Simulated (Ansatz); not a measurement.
# Be20Fe4H: the cost of one run

Program: Ansatz 0.2.0. Level of theory: DFT LDA, scalar-relativistic, plane waves, PAW. These are calculated values, not measurements.

**1. The structure to begin with**

It takes space group P1 (No. 1, triclinic). Conventional cell: a = 5.839 Å, b = 5.839 Å, c = 5.839 Å, α = 90.00°, β = 90.00°, γ = 90.00°. Be (site symmetry 1) has 1 H at 1.58 Å as nearest neighbours. Be (site symmetry 1) is surrounded by 6 Be at 2.02 to 2.08 Å. Be (site symmetry 1) has 6 Be at 2.03 to 2.11 Å as nearest neighbours. Around Be (site symmetry 1) lie 1 H at 1.59 Å. Be (site symmetry 1) is surrounded by 12 Be at 2.39 to 2.45 Å and 4 Fe at 2.49 to 2.55 Å. Fe (site symmetry 1) is surrounded by 16 Be at 2.36 to 2.52 Å. Be (site symmetry 1) is surrounded by 6 Be at 2.03 to 2.10 Å. Be (site symmetry 1) is surrounded by 6 Be at 2.02 to 2.10 Å and 1 H at 2.17 Å. Only part of the 25 independent sites is listed.

Structure file:

```cif
data_structure
_symmetry_space_group_name_H-M 'P 1'
_symmetry_Int_Tables_number 1
_cell_length_a 5.8386
_cell_length_b 5.8386
_cell_length_c 5.8386
_cell_angle_alpha 90.000
_cell_angle_beta 90.000
_cell_angle_gamma 90.000
_cell_volume 199.03
loop_
_atom_site_label
_atom_site_type_symbol
_atom_site_fract_x
_atom_site_fract_y
_atom_site_fract_z
_atom_site_occupancy
Be1 Be 0.87252 0.87157 0.88551 1
Be2 Be 0.62428 0.61921 0.88111 1
Be3 Be 0.61727 0.87074 0.62855 1
Be4 Be 0.87142 0.61326 0.62811 1
Be5 Be 0.49604 0.49988 0.50235 1
Fe1 Fe 0.25198 0.24994 0.24967 1
Be6 Be 0.37625 0.37528 0.87647 1
Be7 Be 0.12528 0.12196 0.87836 1
Be8 Be 0.12232 0.37023 0.62206 1
Be9 Be 0.37791 0.12341 0.62272 1
Be10 Be 0.00352 0.02443 0.47546 1
Fe2 Fe 0.75051 0.74949 0.25261 1
Be11 Be 0.37829 0.87703 0.37584 1
Be12 Be 0.12509 0.62178 0.37830 1
Be13 Be 0.12238 0.87754 0.12927 1
Be14 Be 0.37584 0.62262 0.12461 1
Be15 Be 0.99968 0.49567 0.00375 1
Fe3 Fe 0.75045 0.24689 0.75019 1
Be16 Be 0.87699 0.38001 0.37250 1
Be17 Be 0.62727 0.12102 0.37911 1
Be18 Be 0.61954 0.37362 0.12592 1
Be19 Be 0.87646 0.12663 0.11955 1
Be20 Be 0.49632 0.99709 0.99953 1
Fe4 Fe 0.25483 0.74249 0.75709 1
H1 H 0.02823 0.83155 0.66681 1
```

**2. Dynamics from the start**

The input, input.yaml:

```yaml
accuracy: low
crystal:
  lattice:
    - [5.838611, 0.0, 0.0]
    - [0.0, 5.838611, 0.0]
    - [0.0, 0.0, 5.838611]
  atoms:
    - { symbol: Be, position: [0.87251881, 0.87157492, 0.88551445] }
    - { symbol: Be, position: [0.62427862, 0.61921048, 0.88111063] }
    - { symbol: Be, position: [0.61726728, 0.87074106, 0.62855099] }
    - { symbol: Be, position: [0.87141633, 0.61326345, 0.62811427] }
    - { symbol: Be, position: [0.49604478, 0.49988471, 0.50235369] }
    - { symbol: Fe, position: [0.25198494, 0.24993818, 0.24967268], spin: 1.03 }
    - { symbol: Be, position: [0.37625421, 0.3752781, 0.87647111] }
    - { symbol: Be, position: [0.12527763, 0.12196309, 0.87836479] }
    - { symbol: Be, position: [0.12231773, 0.37023375, 0.62206454] }
    - { symbol: Be, position: [0.37790665, 0.12340863, 0.62272386] }
    - { symbol: Be, position: [0.00351848, 0.02442621, 0.47545986] }
    - { symbol: Fe, position: [0.75050729, 0.74948747, 0.25260534], spin: 1.13 }
    - { symbol: Be, position: [0.37828874, 0.87702617, 0.37584326] }
    - { symbol: Be, position: [0.12508682, 0.62177914, 0.37829508] }
    - { symbol: Be, position: [0.12238262, 0.87753673, 0.12927085] }
    - { symbol: Be, position: [0.37584254, 0.62261628, 0.12461301] }
    - { symbol: Be, position: [-0.00031651, 0.49567419, 0.00374954] }
    - { symbol: Fe, position: [0.75044718, 0.24688798, 0.75018982], spin: 1.13 }
    - { symbol: Be, position: [0.87699235, 0.38001389, 0.37249847] }
    - { symbol: Be, position: [0.62726816, 0.12102007, 0.3791128] }
    - { symbol: Be, position: [0.61954337, 0.37362115, 0.12591927] }
    - { symbol: Be, position: [0.87646462, 0.12662753, 0.11954736] }
    - { symbol: Be, position: [0.49631528, -0.00291127, -0.00047265] }
    - { symbol: Fe, position: [0.254828, 0.74249222, 0.75708858], spin: 0.59 }
    - { symbol: H, position: [0.02823059, 0.83155139, 0.6668051] }
magnetization:
  spin_polarized: true
basis:
  ecutwfc: 420.0
kpoints:
  mp_grid: { grid: [2, 2, 2] }
hamiltonian:
  xc: lda
scf:
  occupations: { method: fermi_dirac, width: 0.05 }
  lower_state_search: "off"
  max_iter: 65
md:
  timestep: 5.0
  n_steps: 180
  ensemble: nvt_nose_hoover
  temperature: 1500.0
  initial_velocities: maxwell_boltzmann
  seed: 229668
  nose_hoover: { tau: 100.0, chain_length: 1 }
```

Run with:

```
ansatz run input.yaml --threads 2 --pin off --max-ram 5120MiB --backend cpu --events-out ev --progress --plain --runs-dir out
```

Q: Estimate wall time and peak memory on 2 threads of Intel Xeon 6975P-C (Granite Rapids), shared host.

About 15 min, with a peak of 0.77 GiB.
